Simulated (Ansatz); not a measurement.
Write a Python script for Ansatz 0.2.0, Python API that makes a geometry optimisation of C2H3BrO, SMILES C=C(O)Br. Use: r2SCAN, def2-SVP basis, multiplicity 1.

| atom | x (Å) | y (Å) | z (Å) |
| --- | --- | --- | --- |
| C | -0.0838 | 0.4824 | 0.7021 |
| C | -0.2606 | -0.2281 | -0.4088 |
| O | 0.7771 | -0.9101 | -0.9530 |
| Br | -1.8178 | -0.3817 | -1.2960 |
| H | -0.9805 | 1.0573 | 1.0821 |
| H | 0.8101 | 0.6491 | 1.2121 |
| H | 1.6167 | -0.7370 | -0.3841 |

`c2h3bro_opt.py`
```python
'''Relax the C2H3BrO molecule.'''

import ansatz as az
import numpy as np

BASIS_SET = 'def2-SVP'
XC = 'r2scan'


def main() -> None:
    geometry = (
        az.Crystal.molecule()
        .atom('C', [-0.0838, 0.4824, 0.7021])
        .atom('C', [-0.2606, -0.2281, -0.4088])
        .atom('O', [0.7771, -0.9101, -0.953])
        .atom('Br', [-1.8178, -0.3817, -1.296])
        .atom('H', [-0.9805, 1.0573, 1.0821])
        .atom('H', [0.8101, 0.6491, 1.2121])
        .atom('H', [1.6167, -0.737, -0.3841])
    )

    base = geometry.calculation().basis(gaussian=BASIS_SET).functional(XC)
    symbols = [site.symbol for site in geometry.cartesian_sites]
    start = np.array([site.position_ang for site in geometry.cartesian_sites], dtype=float)
    def progress(event):
        if event['event'] == 'relax_step':
            row = event['data']
            print(f'step {row["step"]:3d}  E = {row["lagrangian_ev"]:.6f} eV  max force {row["allowed_force_max_ev_ang"]:.4f} eV/A')


    r = base.relax(force_tolerance=0.02, max_steps=100).session().plan().execute(on_event=progress).report
    end = np.array(r['positions_ang'])

    for key in ('converged', 'free_energy_ev', 'reference_energy_ev', 'n_frozen', 'n_occupied', 'n_virtual'):
        print(f'{key:22s} {r[key]}')

    print('bond        before    after (A)')
    for i, j in [(0, 1), (0, 4), (0, 5), (1, 2), (1, 3), (2, 6)]:
        d0, d1 = (np.linalg.norm(xyz[i] - xyz[j]) for xyz in (start, end))
        print(f'{symbols[i]}{i}-{symbols[j]}{j}'.ljust(10), f'{d0:8.4f} {d1:8.4f}')


if __name__ == '__main__':
    main()
```

```console
$ python c2h3bro_opt.py
step   1  E = -74200.867932 eV  max force 3.9396 eV/A
step   2  E = -74201.161032 eV  max force 1.7177 eV/A
step   3  E = -74201.207582 eV  max force 0.6429 eV/A
step   4  E = -74201.224011 eV  max force 0.2898 eV/A
step   5  E = -74201.227103 eV  max force 0.0501 eV/A
step   6  E = -74201.227260 eV  max force 0.0165 eV/A
converged              True
free_energy_ev         -74201.22726715756
reference_energy_ev    -74201.22726715756
n_frozen               0
n_occupied             [29, 29]
n_virtual              [60, 60]
bond        before    after (A)
C0-C1        1.3305   1.3399
C0-H4        1.1309   1.0883
C0-H5        1.0426   1.0946
C1-O2        1.3558   1.3427
C1-Br3       1.7988   1.8932
O2-H6        1.0289   0.9697
```

Total energies depend on the basis set; only differences at equal settings carry meaning. The end point is the stationary point reached from this start; no frequency run checks that it is a minimum, and the basis set is modest. Wall time of the script: 16 s on 1 thread of Intel(R) Xeon(R) 6975P-C (Granite Rapids), on a shared host, peak memory 0.21 GiB.

(Lines on the test bed's own set-up are left out of the output.)
